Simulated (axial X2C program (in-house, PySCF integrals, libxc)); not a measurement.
# A two-component session on TaN⁺: EOM-EA-CCSD levels

Aim: EOM-EA-CCSD levels of TaN⁺, with spin–orbit coupling in the Hamiltonian from the start.

Program: an in-house X2C program for linear molecules on PySCF integrals. Level of theory: two-component X2C with atomic mean-field terms, Ta dyall-acv3z, N dyall-av3z. These are calculated values, not measurements.

**1. Input**

task.json

```json
{"zs": [73, 7], "q": 1, "bas": ["dyall-acv3z", "dyall-av3z"], "r0": 1.86, "eom": "ea", "thr": -2.0, "nmax": 92, "grid": [1, 0.96, 1.045, 0.92, 1.09, 1.15]}
```

Keys: zs atomic numbers; q charge; bas basis sets; r0 starting distance in Å; eom kind of EOM run; thr threshold in hartree for freezing inner shells (an s shell follows its p shell); nmax most natural virtual spinors; grid distances as factors.

Command:

```
> python soeom.py task.json out
```

Nuclei are Gaussian, cores are contracted, and the Gaunt term is on.

**2. EOM-EA-CCSD at 1.642 Å**

Reference: the closed shell TaN²⁺; 16 electrons correlated, 88 virtual spinors; roots sought by Ω: 1/2: 5, 3/2: 4, 5/2: 2, 7/2: 1.

Output:

```text
two-component X2C + atomic mean field  HF
basis functions 251  fitting functions 1247  grid points 5073
iter        total energy     max residual
   1     -15652.051199271     6.47e-01
   2     -15652.095952330     2.27e-02
   3     -15652.096319067     2.59e-02
   4     -15652.099045888     1.63e-03
   5     -15652.099173533     1.74e-03
   6     -15652.099235699     1.10e-03
   7     -15652.099305988     4.89e-04
   8     -15652.099371505     2.37e-04
   9     -15652.099383436     1.10e-04
  10     -15652.099384001     3.75e-05
  11     -15652.099384108     1.86e-05
  12     -15652.099384170     1.09e-05
  13     -15652.099384184     5.54e-06
  14     -15652.099384188     2.33e-06
  15     -15652.099384189     1.33e-06
converged
one-electron -21755.67184255  Coulomb 6273.99576231  exact exchange -321.75658390  xc functional 0.00000000  nuclear repulsion 164.68304189  atomic mean-field constant -13.34976195
correlated 16  virtual 336  natural virtual 88  E(MP2) -0.587507401  MP2 remainder -0.092936541
iter   CCSD correlation   residual
   1     -0.414189043   3.39e-01
   2     -0.448624694   1.87e-01
   3     -0.452416680   4.04e-02
   4     -0.453940834   2.46e-02
   5     -0.454688342   1.44e-02
   6     -0.454735347   7.63e-03
   7     -0.454780163   3.76e-03
   8     -0.454869210   1.14e-03
   9     -0.454878458   4.06e-04
  10     -0.454867391   2.07e-04
  11     -0.454872558   1.34e-04
  12     -0.454870700   8.54e-05
  13     -0.454871769   5.68e-05
  14     -0.454871310   3.52e-05
  15     -0.454871024   1.83e-05
  16     -0.454870912   1.04e-05
  17     -0.454870787   6.44e-06
  18     -0.454870711   3.20e-06
  19     -0.454870754   1.62e-06
  20     -0.454870720   7.97e-07
  21     -0.454870723   4.41e-07
(T) -0.023501750  T1 0.0514  D1 0.1333  max T2 0.046
EOM-EA-CCSD roots
2*Omega      energy/Eh   energy/eV  one-particle weight
    1      -0.54560236    -14.8466      0.970
    1      -0.43366453    -11.8006      0.965
    1      -0.36786240    -10.0100      0.965
    1      -0.30526585     -8.3067      0.921
    1      -0.28685492     -7.8057      0.040  not converged
    3      -0.54200673    -14.7488      0.955
    3      -0.41556752    -11.3082      0.965
    3      -0.29869884     -8.1280      0.891
    3      -0.28870010     -7.8559      0.122
    5      -0.52714766    -14.3444      0.955
    5      -0.27200483     -7.4016      0.000
    7      -0.26833254     -7.3017      0.000
```

T1 in the output is the amplitude norm over the root of the electron number; divide by √2 for the Lee–Taylor value.

```csv
Ω,binding energy (eV),above lowest (cm⁻¹),spinor,weight
1/2,14.847,0,"56% Ta sσ, 17% N pσ, 12% Ta dσ",0.97
3/2,14.749,790,94% Ta dδ,0.95
5/2,14.344,4050,95% Ta dδ,0.96
1/2,11.801,24570,"43% Ta pπ, 28% Ta dπ, 20% N pπ",0.97
3/2,11.308,28540,"42% Ta pπ, 31% Ta dπ, 21% N pπ",0.97
1/2,10.010,39010,"44% Ta pσ, 29% Ta dσ, 14% N pσ",0.97
1/2,8.307,52750,"32% Ta pπ, 26% N pπ, 17% Ta dπ",0.92
3/2,8.128,54190,"35% Ta pπ, 25% N pπ, 17% Ta dπ",0.89
```

Wall time 54 s (1 thread of Arm Neoverse N1, shared host); peak memory 1 GiB.

**3. EOM-EA-CCSD at 1.576 Å**

```csv
Ω,binding energy (eV),above lowest (cm⁻¹),spinor,weight
1/2,14.733,0,"55% Ta sσ, 18% N pσ, 10% Ta dσ",0.97
3/2,14.668,520,93% Ta dδ,0.96
5/2,14.267,3760,93% Ta dδ,0.96
1/2,11.645,24910,"46% Ta pπ, 28% Ta dπ, 18% N pπ",0.97
3/2,11.139,28990,"45% Ta pπ, 29% Ta dπ, 20% N pπ",0.97
1/2,9.704,40570,"44% Ta pσ, 28% Ta dσ, 15% N pσ",0.97
1/2,7.989,54400,"29% Ta pπ, 26% N pπ, 18% Ta dπ",0.92
3/2,7.823,55730,"32% Ta pπ, 25% N pπ, 19% Ta dπ",0.93
```

It took 56 s on 1 thread of Arm Neoverse N1, shared host; peak memory 1.1 GiB.

**4. EOM-EA-CCSD at 1.716 Å**

```csv
Ω,binding energy (eV),above lowest (cm⁻¹),spinor,weight
1/2,14.942,0,"56% Ta sσ, 15% Ta dσ, 15% N pσ",0.97
3/2,14.817,1010,95% Ta dδ,0.95
5/2,14.409,4300,96% Ta dδ,0.95
1/2,11.959,24060,"40% Ta pπ, 28% Ta dπ, 22% N pπ",0.96
3/2,11.485,27880,"37% Ta pπ, 32% Ta dπ, 24% N pπ",0.96
1/2,10.323,37260,"44% Ta pσ, 30% Ta dσ, 12% N pσ",0.96
1/2,8.639,50830,"36% Ta pπ, 26% N pπ, 15% Ta dπ",0.87
```

Run time: 59 s. Hardware: 1 thread of Arm Neoverse N1, shared host; peak memory 1.1 GiB.

**5. EOM-EA-CCSD at 1.511 Å**

```csv
Ω,binding energy (eV),above lowest (cm⁻¹),spinor,weight
1/2,14.594,0,"54% Ta sσ, 20% N pσ, 8% Ta pσ",0.97
3/2,14.572,180,92% Ta dδ,0.96
5/2,14.175,3380,92% Ta dδ,0.96
1/2,11.474,25170,"49% Ta pπ, 26% Ta dπ, 17% N pπ",0.97
3/2,10.959,29320,"49% Ta pπ, 27% Ta dπ, 19% N pπ",0.97
1/2,9.363,42190,"43% Ta pσ, 27% Ta dσ, 15% N pσ",0.97
3/2,7.497,57240,"29% Ta pπ, 24% N pπ, 20% Ta dπ",0.67
```

It took 47 s on 1 thread of Arm Neoverse N1, shared host; peak memory 1.1 GiB.

**6. EOM-EA-CCSD at 1.790 Å**

```csv
Ω,binding energy (eV),above lowest (cm⁻¹),spinor,weight
1/2,15.004,0,"56% Ta sσ, 18% Ta dσ, 13% N pσ",0.97
3/2,14.860,1160,96% Ta dδ,0.95
5/2,14.448,4480,96% Ta dδ,0.95
1/2,12.098,23440,"37% Ta pπ, 28% N pπ, 24% Ta dπ",0.96
3/2,11.671,26880,"37% Ta dπ, 32% Ta pπ, 24% N pπ",0.96
1/2,10.618,35370,"43% Ta pσ, 33% Ta dσ, 10% N pσ",0.96
```

Wall time 67 s (1 thread of Arm Neoverse N1, shared host); peak memory 1.1 GiB.

**7. Curves of the states**

Energies in eV from the lowest point of the lowest state; states are followed by energy order within each Ω.

```csv
R (Å),(1)Ω=1/2,(1)Ω=3/2,(1)Ω=5/2,(2)Ω=1/2,(2)Ω=3/2,(3)Ω=1/2
1.511,0.8175,0.8398,1.2368,3.9382,4.4530,6.0482
1.576,0.2162,0.2813,0.6822,3.3044,3.8101,5.2457
1.642,0.0000,0.0978,0.5022,3.0460,3.5384,4.8366
1.716,0.0881,0.2127,0.6211,3.0714,3.5453,4.7075
1.790,0.4167,0.5606,0.9727,3.3227,3.7494,4.8022
```

**8. Results**

```
                     quantity                           value
       lowest root at 1.642 Å              Ω = 1/2, 14.847 eV
next root led by one particle  Ω = 3/2, about 790 cm⁻¹ higher
          T1 of the reference                           0.036
```

What this shows: The added electron is bound by 14.85 eV in a spinor of 56% Ta sσ, 17% N pσ, 12% Ta dσ. Errors of 0.1 to 0.3 eV are usual at this size, and roots led by higher excitations are left out, so the list is incomplete, and low states of that kind can be missing. T1 or the largest double amplitude of the reference is raised, which lowers the reliability.
